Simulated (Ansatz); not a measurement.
# InBAs2: the cost of one run

Code: Ansatz 0.2.0. PAW datasets, plane waves, zero pressure. The cell comes from a prototype generator: it can be a known phase or a hypothetical one. Spin polarisation is off.

### Step 1. The cell

This is the cell as the run starts from it, not yet at rest; its lengths are not the crystal's.

The symmetry is I-42d (No. 122, tetragonal); a = 5.302 Å, c = 10.603 Å in the conventional setting, 18.63 Å³ an atom. Near B stand 4 As at 2.30 Å; near As stand 2 B at 2.30 Å and 2 In at 2.30 Å; near In stand 4 As at 2.30 Å.

Structure file:

```cif
data_structure
_symmetry_space_group_name_H-M 'I-42d'
_symmetry_Int_Tables_number 122
_cell_length_a 5.3017
_cell_length_b 5.3017
_cell_length_c 10.6034
_cell_angle_alpha 90.000
_cell_angle_beta 90.000
_cell_angle_gamma 90.000
_cell_volume 298.04
loop_
_atom_site_label
_atom_site_type_symbol
_atom_site_symmetry_multiplicity
_atom_site_Wyckoff_symbol
_atom_site_fract_x
_atom_site_fract_y
_atom_site_fract_z
_atom_site_occupancy
B1 B 4 a 0.00000 0.00000 0.00000 1
As1 As 8 d 0.25000 0.25000 0.12500 1
In1 In 4 b 0.50000 0.50000 0.00000 1
```

### Step 2. PBE: cell and atoms

The input, input.yaml:

```yaml
crystal:
  lattice:
    - [-2.650846026, 2.650846026, 5.3016920519]
    - [2.650846026, -2.650846026, 5.3016920519]
    - [2.650846026, 2.650846026, -5.3016920519]
  atoms:
    - { symbol: B, position: [0.0, 0.0, 0.0] }
    - { symbol: As, position: [0.375, 0.375, 0.5] }
    - { symbol: B, position: [0.75, 0.25, 0.5] }
    - { symbol: As, position: [0.125, 0.625, 0.0] }
    - { symbol: In, position: [0.5, 0.5, 0.0] }
    - { symbol: As, position: [0.875, 0.875, 0.5] }
    - { symbol: In, position: [0.25, 0.75, 0.5] }
    - { symbol: As, position: [0.625, 0.125, 0.0] }
kpoints:
  mp_grid: { grid: [6, 6, 6] }
hamiltonian:
  xc: pbe
scf:
  occupations: { method: fermi_dirac, width: 0.02 }
relax:
  f_tol: 0.005
  cell: {}
```

Launch:

```
$ ansatz run input.yaml --threads 4 --pin off --max-ram 6451MiB --backend cpu --events-out ev --progress --plain --runs-dir out
```

Q: Estimate wall time and peak memory on 4 threads of Arm Neoverse V1, shared host.

About 39 s, with a peak of 0.64 GiB.
